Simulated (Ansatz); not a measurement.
**ZrC: how the settings move a single-point run**

How sensitive is a single-point run of ZrC to its settings? A reference run comes first, then one run with altered input.

The COD entry's cell or inner coordinates are ideal or old and differ from later refinements, so a difference from it is no clean test against experiment.

Computed with Ansatz 0.2.0 (reference: DFT, PBEsol, all-electron LAPW, scalar-relativistic; levels and slopes on a fine mesh, independent-particle optical spectra, unless a step's input says otherwise).

**1. The starting structure**

It takes space group Fm-3m (No. 225, cubic). Conventional cell: a = 4.669 Å, b = 4.669 Å, c = 4.669 Å, α = 90.00°, β = 90.00°, γ = 90.00°. Zr (site symmetry m-3m) has 6 C at 2.33 Å as nearest neighbours. C (site symmetry m-3m) is surrounded by 6 Zr at 2.33 Å.

Coordinates:

```cif
data_structure
_symmetry_space_group_name_H-M 'P 1'
_symmetry_Int_Tables_number 1
_cell_length_a 3.3017
_cell_length_b 3.3017
_cell_length_c 3.3017
_cell_angle_alpha 60.000
_cell_angle_beta 60.000
_cell_angle_gamma 60.000
_cell_volume 25.45
loop_
_atom_site_label
_atom_site_type_symbol
_atom_site_fract_x
_atom_site_fract_y
_atom_site_fract_z
_atom_site_occupancy
Zr1 Zr 0.50000 0.50000 0.50000 1
C1 C 0.00000 0.00000 0.00000 1
```

**2. Baseline**

Contents of input.yaml:

```yaml
crystal:
  lattice:
    - [0.0, 2.33464775652, 2.33464775652]
    - [2.33464775652, 0.0, 2.33464775652]
    - [2.33464775652, 2.33464775652, 0.0]
  atoms:
    - { symbol: Zr, position: [0.5, 0.5, 0.5] }
    - { symbol: C, position: [0.0, 0.0, 0.0] }
kpoints:
  mp_grid: { grid: [14, 14, 14] }
scf:
  occupations: { method: fermi_dirac, width: 0.1 }
hamiltonian:
  xc: pbesol
  pseudopotentials: { kind: all_electron, lapw: { basis_error: 0.001 } }
output:
  forces: true
  stress: true
  eigenvalues: true
  eigenstates:
    nscf_kmesh: { grid: [20, 20, 20] }
    de_dk: true
    e_range: [-14, 14]
  optics:
    e_range: [0, 30]
    de: 0.2
    sigma: 0.25
    bands: { spectra_wanted_up_to: 30 }
    nscf_kmesh: { grid: [20, 20, 20] }
    drude_damping: 0.03
checkpoint:
  write: ck
  write_wavefunctions: false
```

Run with:

```
ansatz run input.yaml --threads 1 --pin off --max-ram 3072MiB --backend cpu --events-out ev --progress --plain --runs-dir out
```

Excerpt of the output:

```text
[...]
Basis set: ecut = 260.1701138548141 eV, 259 PW (Γ), exchange–correlation at level 2
[...]
k-points: 104 of 2744
[...]
SCF iter   1: F=—  HF=-98908.154836 eV  |F-HF|=—  |Δ(HF+E_count)|=         —  Δρ=1.19e-1  dr2=5.14e0  ethr=1.43e-2  ⟨swp⟩=2.0  Hψ=15089  notcnv=0
preconditioner: auto → Kerker (q_TF=auto, 2.891 Å⁻¹)  [metal: Δε(μ)=0.201 eV  Ē_g=18.318 eV  σ=0.100 eV  W_gap=0.38  n_scr=14 (ndim 8)  ℏωp=27.5 eV  f_vac=0.000  D(μ)=0.11/eV (n_scr^D=0)]
[...]
SCF iter   2: F=—  HF=-98906.425623 eV  |F-HF|=—  |Δ(HF+E_count)|=    1.73e0  Δρ=1.97e-2  dr2=7.95e-2  ethr=2.22e-4  ⟨swp⟩=2.0  Hψ=11333  notcnv=0
[...]
SCF iter  11: F=—  HF=-98906.398848 eV  |F-HF|=—  |Δ(HF+E_count)|=  9.17e-10  Δρ=4.34e-7  dr2=3.60e-11  ethr=1.64e-11  ⟨swp⟩=2.0  Hψ=7098  notcnv=0
SCF iter  12: F=-98906.398848 eV  HF=-98906.398848 eV  |F-HF|=8.73e-11  |Δ(HF+E_count)|=  4.37e-11  Δρ=8.37e-8  dr2=1.14e-12  ethr=5.83e-12 (applied; sched 1.00e-12)  ⟨swp⟩=2.0  Hψ=7086  notcnv=0
[...]
SCF converged after 12 iterations
Free energy (F): -98906.398848 eV
[...]
E sigma→0 (E₀):  -98906.393748 eV
[...]
Fermi energy:    16.764783 eV
[...]
  P = ⅓ Tr σ = 0.0216 GPa (0.216 kbar)
[...]
```

Wall time 2.3 min (1 thread of Arm Neoverse V2, shared host); peak memory 0.5 GiB.

**3. Changing settings: occupations.method methfessel_paxton, occupations.width 0.2**

input.yaml: that of step 2 with these lines changed.

```diff
@@ -11,3 +11,3 @@
 scf:
-  occupations: { method: fermi_dirac, width: 0.1 }
+  occupations: { method: methfessel_paxton, width: 0.2 }
 hamiltonian:
```

Run with:

```
ansatz run input.yaml --threads 1 --pin off --max-ram 3072MiB --backend cpu --events-out ev --progress --plain --runs-dir out
```

Output, shortened:

```text
LAPW: plane waves up to 8.264 Å⁻¹, error target 1.0e-3 eV per atom; small_component_spin mean_spin; C in spheres of 1.037 Å, 6 of its electrons in bands, Dirac shells []; Zr in spheres of 1.298 Å, 30 of its electrons in bands, Dirac shells [] (how accurate: [...]
Pseudopotentials: kind: all_electron
Pseudopotential: Zr, LAPW, valence charge 30, lapw/all_electron/scalar/gaussian/Zr, Koelling and Harmon's equation, gaussian nucleus
Pseudopotential: C, LAPW, valence charge 6, lapw/all_electron/scalar/gaussian/C, Koelling and Harmon's equation, gaussian nucleus
Functional definition: PBEsol
[...]
Crystal: 2 atoms, lattice volume = 25.450 Å³
Basis set: ecut = 260.1701138548141 eV, 259 PW (Γ), exchange–correlation at level 2
Bands: 22, of which v1, the nominal top of the filled ones, is band 18 counted from 1 (17 counted from 0)
Symmetry: 48 space group operations
Space group: Fm-3m (ITA 225), of the structure as read, at distance tolerance 2.9e-5 Å
k-points: 104 of 2744
[...]
SCF iter   1: F=—  HF=-98908.153061 eV  |F-HF|=—  |Δ(HF+E_count)|=         —  Δρ=1.19e-1  dr2=5.15e0  ethr=1.43e-2  ⟨swp⟩=2.0  Hψ=15087  notcnv=0
[...]
the basis was enlarged: its passes take 166.8 KiB over the memory plan, 1 of 1 planned eigensolver slots
[...]
Free energy (F): -98906.393891 eV
[...]
E sigma→0 (E₀):  -98906.393946 eV
Entropy (-TS):   0.000219 eV (0.109 meV/atom)
Fermi energy:    16.765644 eV
Step filling:    the computed levels leave a gap of 0.0000 eV = 0.0 smearing widths at the electron count; against every level under it full and every level over it empty, smearing changes F+E_penalty+E_count by -0.141 meV and its σ→0 estimate by -0.196 meV
[...]
--- Forces (eV/Å), atoms counted from 1 ---
  atom   1  Zr     0.00000000     0.00000000     0.00000000
  atom   2  C     -0.00000000    -0.00000000     0.00000000
[...]
--- Stress (GPa, compression-positive) ---
        0.001050      -0.000000       0.000000
       -0.000000       0.001050       0.000000
        0.000000       0.000000       0.001050
  P = ⅓ Tr σ = 0.0010 GPa (0.010 kbar)
--- Band table (eV; the first three rows and the last of 104) ---
[... band rows left out ...]
[...]
--- Fermi surface from the table of eigenstates, both spin states counted (twice the sheets' area in a run without spin) ---
  How far the three rows differ hints at the mesh's error and does not bound it.
  reading                E - E_F (eV)   area (Å⁻²)  resistivity times mean free path along x, y, z (Ω·m²), under one mean free path over the surface
  by tetrahedra                0.0186        9.004  3.3954e-15  3.3954e-15  3.3954e-15
  by the states' slopes        0.0110       10.246  2.9837e-15  2.9837e-15  2.9837e-15
  on every second point        0.0707        5.888  5.1926e-15  5.1926e-15  5.1926e-15
```

It took 2.1 min on 1 thread of Arm Neoverse V2, shared host; peak memory 0.5 GiB.

Changing the smearing hardly moves the energy: -0.1 meV/atom.

**4. Side by side**

| run | ending | energy change | pressure (GPa) | gap (eV) | force (eV/Å) | cycles | time |
| --- | --- | --- | --- | --- | --- | --- | --- |
| reference | converged | 0 | 0.0 | 0.00 | 0.00 | - | 2.3 min |
| 1: occupations.method methfessel_paxton, occupations.width 0.2 | converged | -0.1 meV/atom (σ→0) | 0.0 | 0.00 | 0.00 | 12 | 2.1 min |

Residual by cycle in the longest SCF loop of each run; runs are numbered as in the table. The quantity is the density residual dr2, in eV.

| cycle | reference | run 1 |
| --- | --- | --- |
| 1 | 5.14 | 5.15 |
| 2 | 0.0795 | 0.0794 |
| 3 | 0.223 | 0.223 |
| 4 | 0.00106 | 0.00108 |
| 5 | 2.7e-4 | 2.6e-4 |
| 6 | 9.2e-5 | 9.0e-5 |
| 7 | 1.3e-5 | 1.3e-5 |
| 8 | 1.3e-6 | 1.3e-6 |
| 9 | 1.9e-7 | 2.0e-7 |
| 10 | 5.9e-9 | 6.0e-9 |
| 11 | 3.6e-11 | 3.7e-11 |
| 12 | 1.1e-12 | 1.1e-12 |

Changing the smearing leaves the energy as it was (-0.1 meV/atom).
